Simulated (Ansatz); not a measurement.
# InSbO: the cost of one run

Program: Ansatz 0.2.0. Level of theory: DFT PBE, scalar-relativistic, plane waves, PAW. These are calculated values, not measurements.

2 further runs of the same task are left out: 1 that didn't finish, 1 set aside as unsound or not needed. Runs told in other sessions of the task aren't counted.

### Step 1. The system as given

Symmetry: P-6m2, No. 187, hexagonal system. The conventional cell has a = 4.756 Å, b = 4.756 Å, c = 3.235 Å, α = 90.00°, β = 90.00°, γ = 120.00°. Around In (site symmetry -6m2) lie 3 Sb at 2.75 Å and 6 O at 3.19 Å. Sb (site symmetry -6m2) has 3 In at 2.75 Å and 6 O at 3.19 Å in its first shell of neighbours. O (site symmetry -6m2) is surrounded by 6 In at 3.19 Å and 6 Sb at 3.19 Å and 2 O at 3.23 Å.

As a file:

```
In Sb O
1.0
     4.75571    0.00000    0.00000
    -2.37785    4.11856    0.00000
     0.00000    0.00000    3.23472
In Sb O
1 1 1
Direct
  0.00000 0.00000 0.50000
  0.33333 0.66667 0.50000
  0.66667 0.33333 0.00000
```

The cell was relaxed beforehand at this level, from a database cell with other species swapped in; it is a trial structure. At a tolerance of 0.05 Å it has space group P-6m2 (No. 187); it has 21.12 Å³/atom, an uncorrected energy of +0.45 eV/atom over the elements.

### Step 2. Electronic structure at the relaxed geometry

Input file input.yaml:

```yaml
crystal:
  lattice:
    - [4.755707625, 0.0, 0.0]
    - [-2.3778538125, 4.1185636163, 0.0]
    - [0.0, 0.0, 3.2347151119]
  atoms:
    - { symbol: In, position: [0.0, 0.0, 0.5] }
    - { symbol: Sb, position: [0.3333333333, 0.6666666667, 0.5] }
    - { symbol: O, position: [0.6666666667, 0.3333333333, 0.0] }
basis:
  ecutwfc: 420
kpoints:
  mp_grid: { grid: [12, 12, 14] }
  band_path:
    path:
      - [[0.0, 0.0, 0.0], [0.5, 0.0, 0.0], [0.33333333, 0.33333333, 0.0], [0.0, 0.0, 0.0], [0.0, 0.0, 0.5], [0.5, 0.0, 0.5], [0.33333333, 0.33333333, 0.5], [0.0, 0.0, 0.5]]
      - [[0.5, 0.0, 0.5], [0.5, 0.0, 0.0]]
      - [[0.33333333, 0.33333333, 0.5], [0.33333333, 0.33333333, 0.0]]
    npoints: 14
hamiltonian:
  xc: pbe
scf:
  occupations: { method: gaussian, width: 0.1 }
  n_extra_bands: 7
output:
  forces: true
  stress: true
  eigenvalues: true
  populations: true
  dos: { projected: true, de: 0.02, nscf_kmesh: { grid: [15, 15, 17] } }
  bader: true
```

The run is started by

```sh
> ansatz run input.yaml --threads 1 --pin off --max-ram 2560MiB --backend cpu --events-out ev --progress --plain --runs-dir out
```

Q: Estimate wall time and peak memory on 1 thread of Intel Xeon Platinum 8488C (Sapphire Rapids), shared host.

About 65 s, with a peak of 0.58 GiB.
